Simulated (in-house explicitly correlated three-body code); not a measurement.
# Two electrons around a charge of +2.28: exact states and exact Kohn–Sham parts

The task here is to estimate one member of a computed series from the others.

The numbers are computed with in-house explicitly correlated three-body code version 1 (two electrons, non-relativistic, variational in exponentially correlated functions), except any that are marked as measured or tabulated.

### The system

- charge of the centre: +2.28
- mass of the centre: infinite
- interactions: Coulomb
- basis: 260 functions exp(−a r1 − b r2 − g r12) a state, exponent ranges optimised
- units: hartree and bohr; relativity and QED are left out

The first run:

Settings:

```ini
Z = 2.28
interaction_strength = 1.0
functions = 260
states_tried = 13
```

Launch:

```console
> python run_hyl.py task.json out
```

One table of the session follows, with a row left open; its other results are not shown here.

It belongs to the step «Levels». 

```
state  binding (eV)  excitation (eV)  ⟨r12⟩ (bohr)
 1 ¹S       36.1460                0         1.203
 2 ³S       7.39534          28.7507         3.677
 2 ¹S       6.29969          29.8463         4.253
 2 ³P       5.92966          30.2163         3.705
 2 ¹P       5.50880          30.6372         4.033
 3 ³S       2.95941          33.1866         8.895
 3 ¹S       2.67714          33.4688         9.808
 3 ³P       2.58549          33.5605         9.350
 3 ¹P             ?                ?             ?
 4 ³S       1.58772          34.5583         16.50
 4 ¹S       1.47550          34.6705         17.73
 4 ³P       1.43922          34.7068         17.38
 4 ¹P       1.38402          34.7620         18.11
```

**Question.** Estimate the row for 3 ¹P.

As computed: binding (eV): 2.45558; excitation (eV): 33.6904; ⟨r12⟩ (bohr): 9.889. In the column «binding (eV)» it lies between 4 ³S (1.58772) and 3 ³P (2.58549).
